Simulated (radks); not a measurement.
**Ionisation of Re³⁺: one atom, several choices of relativity**

One table from this session's results is given with a row withheld; the runs are named, their logs left out.

The numbers are computed with radks (a radial shooting solver on a logarithmic mesh, Libxc functionals) version 1 (Kohn-Sham, PBE, spin-unpolarised, spherical densities), except any that are marked as measured or tabulated.

### The system

- element: rhenium (Z = 75)
- charge: +3
- electrons: 72
- configuration: [Xe] 4f14 5d4
- ion: Re⁴⁺, [Xe] 4f14 5d3
- choices: non-relativistic; scalar-relativistic; Dirac, 2j+1 shares; Dirac, low j first; scalar-relativistic, finite nucleus; Dirac, 2j+1 shares, finite nucleus; Dirac, c × 0.85; Dirac, c × 5; Dirac, c × 100

Set-up of the first run:

Input:

```text
Z 75
configuration [Xe] 4f14 5d4
relativity non-relativistic
functional pbe,pbe
spin unpolarised
nucleus point
```

Steps of the session up to this table: non-relativistic: Re³⁺.

One table of the session follows, with a row left open; its other results are not shown here.

It belongs to the step «non-relativistic: Re³⁺». Sizes of the orbitals, from the radial functions (bohr):

| level | <r> | outermost maximum (interpolated) | 90 % within | nodes |
| --- | --- | --- | --- | --- |
| 3d | 0.1809 | 0.149 | 0.280 | 0 |
| 4s | 0.4811 | 0.450 | 0.689 | 3 |
| 4p | 0.4876 | 0.450 | 0.707 | 2 |
| 4d | 0.5023 | 0.446 | 0.751 | 1 |
| 5s | 1.131 | 1.03 | 1.62 | 4 |
| 4f | 0.5629 | 0.410 | 0.919 | 0 |
| 5p | 1.240 | 1.10 | 1.80 | 3 |
| 5d | ? | ? | ? | ? |

**Question.** Estimate the row for 5d.

The run gave: <r>: 1.651; outermost maximum (interpolated): 1.36; 90 % within: 2.50; nodes: 2. In the column «<r>» it is the highest.

Limits of these values: Spin polarisation and multiplet splitting of open shells are left out at every level.
